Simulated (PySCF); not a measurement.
S2SiH2, in a box:

```
CELL_PARAMETERS angstrom
13.00000 0.00000 0.00000
0.00000 12.00000 0.00000
0.00000 0.00000 11.00000
ATOMIC_POSITIONS crystal
S 0.45482 0.41330 0.45802
Si 0.45370 0.57936 0.52884
S 0.61383 0.59173 0.57397
H 0.35374 0.41177 0.43221
H 0.64826 0.49080 0.53930
```

Program: PySCF 2.14.0. Alike in all runs: task atomic charges; potentials or basis cc-pvdz (all-electron); no spin polarisation; cell as given; k mesh 1 × 1 × 1; smearing fixed.

Problem. Order these runs on this cell by their band gap on the k mesh, lowest first.
A. level SCAN0; exxdiv ewald
B. level revPBE+D4; three-body dispersion term yes
C. level M06-L+D3; three-body dispersion term no

Solution. B (3.19 eV), C (3.49 eV), A (5.14 eV).

Caveats: this is a molecule in a periodic box at the Γ point, so its band gap is the HOMO-LUMO gap; the basis of atomic orbitals isn't converged, which shifts pressures, moduli and gaps.

Runs at the PBE level aren't shown here.
